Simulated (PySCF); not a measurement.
# C7H11OP: the cost of one run

Programs: PySCF 2.14.0, with routines of our own; each step states its level. All values are computed. Atoms count from 0.

## Step 1: The starting structure

20 atoms, charge 0, multiplicity 1; geometry from: GFN2-xTB.

## Step 2: Magnetic properties: GIAO B3LYP/pcSseg-1

Job settings and geometry (Å):

```
{"job": {"kind": "mag", "xc": "B3LYP", "basis": "pcSseg-1", "isotopologues": 0}, "charge": 0, "multiplicity": 1}
C     -1.091383     2.692921    -0.351126
C     -0.666327     1.634947     0.316062
P     -0.207350     0.142285    -0.606456
O     -0.278606     0.279998    -2.064163
C      1.404069    -0.238393     0.026641
C      2.531437    -0.492018     0.365991
C      3.871103    -0.808528     0.798577
C     -1.257348    -1.210649     0.073757
C     -2.687710    -0.997915    -0.395082
H     -1.158591     2.649528    -1.427257
H     -1.378763     3.617141     0.125363
H     -0.568534     1.614083     1.391629
H      3.891039    -1.799258     1.251977
H      4.544509    -0.796640    -0.057611
H      4.212012    -0.075169     1.528843
H     -1.184638    -1.234445     1.161607
H     -0.855558    -2.147894    -0.321009
H     -3.091221    -0.073441     0.017100
H     -2.705890    -0.920465    -1.480867
H     -3.327398    -1.825410    -0.092767
```

With the program's defaults for keys left out, this is: GIAO B3LYP/pcSseg-1 magnetisability, rotational g tensor and spin-rotation constants, non-relativistic, gas phase.

Run with:

```
$ OMP_NUM_THREADS=1 python excited_run.py task.json out
```

This one command runs all jobs of the session in turn.

Q: Estimate the wall time and peak memory of this first job on 1 thread of Arm Neoverse V1, shared host.

About 46 s, with a peak of 1.1 GiB.
